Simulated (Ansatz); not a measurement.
the Al-Pt system, a small convex hull

Program: Ansatz 0.2.0, Python API.

`al3pt2_al3pt2_p_3m1.cif`
```cif
data_Al3Pt2
_cell_length_a 4.207140
_cell_length_b 4.207140
_cell_length_c 5.188962
_cell_angle_alpha 90.00000
_cell_angle_beta 90.00000
_cell_angle_gamma 120.00000
_symmetry_space_group_name_H-M 'P 1'
_symmetry_Int_Tables_number 1
loop_
_symmetry_equiv_pos_as_xyz
'x, y, z'
loop_
_atom_site_label
_atom_site_type_symbol
_atom_site_fract_x
_atom_site_fract_y
_atom_site_fract_z
Al1 Al    0.000000    0.000000    0.000000
Al2 Al    0.333333    0.666667    0.646830
Al3 Al    0.666667    0.333333    0.353170
Pt4 Pt    0.333333    0.666667    0.166126
Pt5 Pt    0.666667    0.333333    0.833874
```

Input file `al3pt2_al2pt_fm_3m.vasp`:
```text
Al2Pt
1.0
   0.00000000    2.95500000    2.95500000
   2.95500000    0.00000000    2.95500000
   2.95500000    2.95500000    0.00000000
Al Pt
2 1
Direct
   0.25000000    0.25000000    0.25000000
   0.75000000    0.75000000    0.75000000
   0.00000000    0.00000000    0.00000000
```

Contents of `al3pt2_al.vasp`:
```text
Al
1.0
   0.00000000    2.02480500    2.02480500
   2.02480500    0.00000000    2.02480500
   2.02480500    2.02480500    0.00000000
Al
1
Direct
   0.00000000    0.00000000    0.00000000
```

Input file `al3pt2_pt.xyz`:
```text
1
Lattice="0.0 1.9609 1.9609 1.9609 0.0 1.9609 1.9609 1.9609 0.0" Properties=species:S:1:pos:R:3 pbc="T T T"
Pt    0.00000000    0.00000000    0.00000000
```

Typed at the interpreter:
```pycon
>>> from collections import Counter
>>> import warnings
>>> import ansatz
>>> from ase.io import read
>>> import numpy as np
>>> from scipy.spatial import ConvexHull
>>> CUTOFF = 320
>>> MAX_SCF = 100
>>> EXTRA_BANDS = 2
>>> KSPACING = 0.26
>>> SMEARING = "fermi_dirac"
>>> WIDTH_EV = 0.05
>>> def compute(name, crystal):
...     calc = (
...         crystal.calculation()
...         .basis(CUTOFF)
...         .scf(max_iterations=MAX_SCF, extra_bands=EXTRA_BANDS)
...         .functional(ansatz.Functional.LDA)
...         .kpoints(spacing=KSPACING)
...         .occupations(SMEARING, width=WIDTH_EV)
...     )
...     calc = calc.relax(force_tolerance=0.02, max_steps=40, cell=True)
...     return calc.run()
...
>>> def counts(outcome):
...     return Counter(site.symbol for site in outcome.lattice.sites)
...
>>> def formation_energy(outcome, mu):
...     n = counts(outcome)
...     return (outcome.report["energy_sigma0_ev"] - sum(k * mu[element] for element, k in n.items())) / sum(n.values())
...
>>> warnings.simplefilter("ignore", ansatz.DeckWarning)
>>> phases = {}
>>> atoms = read("al3pt2_al3pt2_p_3m1.cif")
>>> al3pt2_p_3m1 = ansatz.Crystal.from_ase(atoms)
>>> phases["Al3Pt2 P-3m1"] = al3pt2_p_3m1
>>> atoms = read("al3pt2_al2pt_fm_3m.vasp", format="vasp")
>>> al2pt_fm_3m = ansatz.Crystal.from_ase(atoms)
>>> phases["Al2Pt Fm-3m"] = al2pt_fm_3m
>>> atoms = read("al3pt2_al.vasp", format="vasp")
>>> al = ansatz.Crystal.from_ase(atoms)
>>> phases["Al"] = al
>>> pt = ansatz.Crystal.from_extxyz("al3pt2_pt.xyz")
>>> phases["Pt"] = pt
>>> done = {}
>>> for name, crystal in phases.items():
...     done[name] = compute(name, crystal)
...     print(f"{name}: {done[name].report['energy_sigma0_ev']:.4f} eV, {len(done[name].lattice.sites)} atoms")
...
Al3Pt2 P-3m1: -26033.5672 eV, 5 atoms
Al2Pt Fm-3m: -13273.3567 eV, 3 atoms
Al: -512.8686 eV, 1 atoms
Pt: -12244.9473 eV, 1 atoms
>>> # energy of one atom in its reference phase
>>> references = {"Al": "Al", "Pt": "Pt"}
>>> mu = {element: done[name].report["energy_sigma0_ev"] / len(done[name].lattice.sites) for element, name in references.items()}
>>> points = sorted((counts(o)["Pt"] / len(o.lattice.sites), formation_energy(o, mu), name) for name, o in done.items())
>>> xy = np.array([(x, e) for x, e, _ in points] + [(0.5, 10.0)])
>>> hull = sorted(tuple(xy[i]) for i in ConvexHull(xy).vertices if xy[i, 1] < 5)
>>> rows = [(name, x, e, e - np.interp(x, *zip(*hull))) for x, e, name in points]
>>> print("     phase       x(Pt)  E_form (eV/atom)  above hull (eV/atom)")
     phase       x(Pt)  E_form (eV/atom)  above hull (eV/atom)
>>> for row in rows:
...     print(f"{str(row[0]):>10}  {row[1]:10.3f}  {row[2]:16.4f}  {row[3]:20.4f}")
...
        Al       0.000            0.0000                0.0000
Al2Pt Fm-3m       0.333           -0.8907                0.0000
Al3Pt2 P-3m1       0.400           -1.0133                0.0000
        Pt       1.000            0.0000                0.0000
>>> print("on the hull of these phases:", ", ".join(row[0] for row in rows if row[3] < 1e-6))
on the hull of these phases: Al, Al2Pt Fm-3m, Al3Pt2 P-3m1, Pt
```

Caveats:
- The settings weren't tested for convergence.
- The cutoff lies under the one recommended for these potentials.
- The run is spin-unpolarised.
- For the metals among these phases the mesh is modest: differences between phases can be off by up to 40 meV an atom.
- Spin-orbit coupling, which matters for elements this heavy, is left out.
- The cells come from databases of deposited and of computed structures, and not all need be stable phases.
- Differences under about 40 meV an atom lie within the error of mesh and functional, so such verdicts may flip; only the cells listed enter the hull.
- The script silences the warnings on its input, which a real study should read.
- Timing: 28 s on 1 thread of Arm Neoverse V2, with other jobs on the host, peak memory 0.45 GiB.
